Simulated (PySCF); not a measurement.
**A diatomic session: ZnSb+**

An exercise on one series of results from a longer session: the logs are not shown, and one member is left open.

The runs use PySCF 2.14.0; Zn def2-SVP, Sb def2-SVP with ECP28, scalar-relativistic core potentials.

The first run:

Settings of the job:

```yaml
atoms: Zn, Sb
charge: 1
basis: Zn def2-SVP, Sb def2-SVP with ECP28
Hamiltonian: scalar-relativistic core potentials
basis_functions: 57
electrons_treated: 52
masses_in_u: 63.9291, 120.9038
levels: PBE0, PBE, r²SCAN, PW91, r²SCANh, M06-2X, LC-ωPBE, HF, MP2, SCS-MP2
grid: 80 radial by 434 angular points
occupations: held fixed by the projection of orbital angular momentum
dissociation_limit: Zn + Sb+, each in its ground configuration
starting_distance_in_angstrom: 2.655
values_of_2S_to_try: 0, 2
```

Started as:

```bash
$ OMP_NUM_THREADS=1 python dia.py task.json out
```

Steps of the session up to this table: Input; The PBE0 curve of the state that the search chose; Higher solutions at PBE0; PBE; r²SCAN (meta-GGA); PW91 (GGA); r²SCANh (hybrid meta-GGA); M06-2X; LC-ωPBE; ROHF.

One table of the session follows, with a row left open; its other results are not shown here.

Energy (eV) from each level's lowest point:

```
R (Å)   ROHF  ROHF-MP2  ROHF-SCS-MP2    PBE   PW91
2.257  0.817     0.651         0.707  0.544  0.533
2.362      ?         ?             ?      ?      ?
2.467  0.170     0.094         0.118  0.067  0.064
2.546  0.068     0.023         0.035  0.013  0.011
2.625  0.015     0.000         0.000  0.000  0.000
2.704  0.000     0.013         0.001  0.018  0.019
2.809  0.023     0.070         0.044  0.074  0.078
2.940  0.099     0.184         0.140  0.178  0.183
3.098  0.231     0.355         0.292  0.327  0.334
3.308  0.439     0.604         0.520  0.534  0.543
```

**Question.** Estimate the row for R (Å) = 2.362.

Worked estimate for «ROHF». A straight line through the neighbours (2.257, 0.817) and (2.467, 0.170) gives 0.817 + (0.170 − 0.817) × (2.362 − 2.257) / (2.467 − 2.257) = 0.493; a parabola fitted to 3 rows on both sides gives 0.425.

The run gave: ROHF: 0.410; ROHF-MP2: 0.290; ROHF-SCS-MP2: 0.331; PBE: 0.231; PW91: 0.224. In «ROHF» the line misses by +0.083 and the parabola by +0.015.
